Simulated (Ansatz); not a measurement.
**AlGeH5O (SMILES [AlH2][O][GeH3]): single points off equilibrium**

The atoms stand at a structure displaced at random from a GFN2-xTB minimum. How far do the functionals agree with one another there?

Program: Ansatz 0.2.0, Gaussian basis. Level of theory: single points in def2-TZVPP. These are calculated values, not measurements.

Filled d shells of heavy p-block atoms are frozen too.

1 further run of the same task is left out (set aside as unsound or not needed).

## (1) Starting geometry

SMILES `[AlH2][O][GeH3]`, 8 atoms, charge 0, spin multiplicity 1.

Atoms are counted from 1 here; the program's logs count them from 0.

Bond lengths: Al1–O2 1.671 Å, Al1–H4 1.389 Å, Al1–H5 1.490 Å, O2–Ge3 1.654 Å, Ge3–H6 1.417 Å, Ge3–H7 1.564 Å, Ge3–H8 1.579 Å. Angles: O2–Al1–H4 118.8°, O2–Al1–H5 121.5°, H4–Al1–H5 119.7°, Al1–O2–Ge3 176.9°, O2–Ge3–H6 110.6°, O2–Ge3–H7 107.2°, O2–Ge3–H8 105.4°, H6–Ge3–H7 113.9°, H6–Ge3–H8 107.7°, H7–Ge3–H8 111.6°.

As a file:

```xyz
8
AlGeH5O
Al   -1.1668    1.1425   -0.7955
O    -0.0963    0.0869   -0.0650
Ge    0.9934   -0.8881    0.7072
H    -1.8975    0.7022   -1.8911
H    -1.3406    2.5384   -0.3042
H     1.0929   -0.5381    2.0770
H     2.3438   -0.7831   -0.0739
H     0.3853   -2.3428    0.6256
```

## (2) PBE0-D4/def2-TZVPP

run/in.yaml reads:

```yaml
crystal:
  periodic: [false, false, false]
  atoms:
    - {symbol: Al, position_ang: [-1.166800, 1.142500, -0.795500]}
    - {symbol: O, position_ang: [-0.096300, 0.086900, -0.065000]}
    - {symbol: Ge, position_ang: [0.993400, -0.888100, 0.707200]}
    - {symbol: H, position_ang: [-1.897500, 0.702200, -1.891100]}
    - {symbol: H, position_ang: [-1.340600, 2.538400, -0.304200]}
    - {symbol: H, position_ang: [1.092900, -0.538100, 2.077000]}
    - {symbol: H, position_ang: [2.343800, -0.783100, -0.073900]}
    - {symbol: H, position_ang: [0.385300, -2.342800, 0.625600]}
basis:
  gaussian: {orbitals: def2-TZVPP}
hamiltonian: {xc: pbe0, dispersion: d4}
output: {forces: true, orbitals: {seedname: orbitals}}
```

The command line of these runs was not kept.

## (3) wB97M-V/def2-TZVPP

Edit run/in.yaml of step 2 so:

```diff
@@ -13,3 +13,3 @@
   gaussian: {orbitals: def2-TZVPP}
-hamiltonian: {xc: pbe0, dispersion: d4}
-output: {forces: true, orbitals: {seedname: orbitals}}
+hamiltonian: {xc: {name: wB97M-V}}
+output: {forces: true}
```

## (4) r2SCAN-D4/def2-TZVPP

Edit run/in.yaml of step 3 so:

```diff
@@ -13,3 +13,3 @@
   gaussian: {orbitals: def2-TZVPP}
-hamiltonian: {xc: {name: wB97M-V}}
+hamiltonian: {xc: r2scan, dispersion: d4}
 output: {forces: true}
```

## (5) PBE-D4/def2-TZVPP

Edit run/in.yaml of step 4 so:

```diff
@@ -13,3 +13,3 @@
   gaussian: {orbitals: def2-TZVPP}
-hamiltonian: {xc: r2scan, dispersion: d4}
+hamiltonian: {xc: pbe, dispersion: d4}
 output: {forces: true}
```

## (6) B97M-V/def2-TZVPP

Edit run/in.yaml of step 5 so:

```diff
@@ -13,3 +13,3 @@
   gaussian: {orbitals: def2-TZVPP}
-hamiltonian: {xc: pbe, dispersion: d4}
+hamiltonian: {xc: {name: B97M-V}}
 output: {forces: true}
```

## (7) revPBE-D4/def2-TZVPP

Edit run/in.yaml of step 6 so:

```diff
@@ -13,3 +13,3 @@
   gaussian: {orbitals: def2-TZVPP}
-hamiltonian: {xc: {name: B97M-V}}
+hamiltonian: {xc: {name: revPBE}, dispersion: d4}
 output: {forces: true}
```

(Steps that only read results are left out.)

**Question.** What will these runs give? Wanted: RMS force component; HOMO and LUMO, PBE0-D4.

As calculated:

| quantity | value |
| --- | --- |
| RMS force component | 1.579 to 1.689 eV/Å over the methods |
| HOMO and LUMO, PBE0-D4 | -8.07 and -0.96 eV |

**Reading.** No sound CCSD(T) forces are at hand. Among the functionals the RMS force differs by up to 7 %.
